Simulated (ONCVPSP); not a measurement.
**Copper: generating and testing an ONCV potential**

Task: generate the file, and judge it by its errors in other configurations, its logarithmic derivatives, its ghosts and its cutoff.

The numbers are computed with ONCVPSP 4.0.1.1 (patched build) (PBEsol, scalar-relativistic, spin-unpolarised reference atom).

### 1 The design

Typed settings, in words:

```
element                 : copper (Cu, Z = 29)
type                    : optimised norm-conserving Vanderbilt (ONCV)
frozen core             : [Ar]
valence charge          : 11
reference configuration : 3d10 4p1
partial waves           : s scattering state at 0.39 Ha: rc 2.15 bohr, ncon 4, nbas 8, qcut 2.7 1/bohr, 1 projector; 4p: rc 2.45 bohr, ncon 4, nbas 8, qcut 3.7 1/bohr, 2 projectors, debl 0.5 Ha; 3d: rc 1.25 bohr, ncon 3, nbas 7, qcut 10.3 1/bohr, local
local potential         : the d channel
core correction         : Teter function, fcfact 4.25, rcfact 1.5
```

The nodes and maxima of the atom's own shells, from an earlier all-electron run, set the scale for the radii.

All-electron outer shells of the reference configuration (PBEsol, scalar-relativistic, ld1.x):

```
shell  level (eV)  outermost node (bohr)  outermost maximum (bohr)
   3p      -74.15                   0.26                      0.62
   3d       -7.18                      –                      0.60
   4s       -6.06                   0.89                      2.21
   4p       -1.70                   0.97                      3.35
```

### 2 Generating the potential

Cu.dat

```
# ATOM AND REFERENCE CONFIGURATION
# atsym  z   nc   nv     iexc    psfile
  Cu 29.00    5    2  -116133      upf
#
#   n    l    f
    1    0    2.00
    2    0    2.00
    2    1    6.00
    3    0    2.00
    3    1    6.00
    3    2   10.00
    4    1    1.00
#
# PSEUDOPOTENTIAL AND OPTIMIZATION
# lmax
    2
#
#   l,   rc,      ep,       ncon, nbas, qcut
    0    2.15    0.39    4    8    2.70
    1    2.45    0.00    4    8    3.70
    2    1.25    0.00    3    7   10.30
#
# LOCAL POTENTIAL
# lloc, lpopt,  rc(5),   dvloc0
    2    5    1.25    0.00
#
# VANDERBILT-KLEINMAN-BYLANDER PROJECTORs
# l, nproj, debl
    0    1    2.10
    1    2    0.50
    2    0    1.50
#
# MODEL CORE CHARGE
# icmod, fcfact, rcfact
    3    4.25    1.50
#
# LOG DERIVATIVE ANALYSIS
# epsh1, epsh2, depsh
   -2.00    5.00    0.02
#
# OUTPUT GRID
# rlmax, drl
    6.00    0.01
#
# TEST CONFIGURATIONS
# ncnf
    4
# nvcnf
#   n    l    f
    3
    3    2   10.00
    4    1    0.00
    4    0    1.00
#
    2
    3    2   10.00
    4    1    0.00
#
    2
    3    2    9.00
    4    1    0.00
#
    3
    3    2    9.00
    4    1    0.00
    4    0    1.00
#
```

Command:

```sh
$ oncvpsp.x < Cu.dat > Cu.out
```

Before running it: what results should come out? Wanted: cutoffs for 1 and 0.1 mHa per electron, occupied waves; bound ghosts; GHOST(+) flags; largest test error; largest phase difference near zero energy, channels read; rms error of d²Exc/dn², without and with the model core; projector energies reset by the program.

As calculated:

| quantity | value |
| --- | --- |
| cutoffs for 1 and 0.1 mHa per electron, occupied waves | 49 Ha and 93 Ha |
| bound ghosts | s at -166.82 eV, p at -3.08 eV |
| GHOST(+) flags | none at low energy |
| largest test error (AE − PS) | +24 meV, for 3d10 4s1 4p0 (2 tests unsolved) |
| largest phase difference near zero energy, channels read | 3.141 rad |
| rms error of d²Exc/dn², without and with the model core | 7.27 and 1.07 mHa |
| projector energies reset by the program | s: 0.050 Ha |

What this shows: It has a bound ghost (s, p), a state that the atom doesn't have, and that rules the file out. The worst unpolarised test, 3d10 4s1 4p0, is off by 24 meV on 4.2 eV; by total energies transferability rates as good where solved. Atomic tests can pass in spite of a ghost, since they solve only for the levels asked. Of the tests 2 gave no usable energy difference, which is a warning in itself. It counts as hard, with 49 Ha needed at the looser tolerance. At the looser tolerance the 3d wave is the slowest; 4p needs 2 Ha. Of the channels read, p scatters worst near zero energy, by up to 3.14 rad. A step near π is an extra or missing state, not a misfit of shape. The pseudo curves have a pole with no partner nearby in the atom's: p at -0.11 Ha.
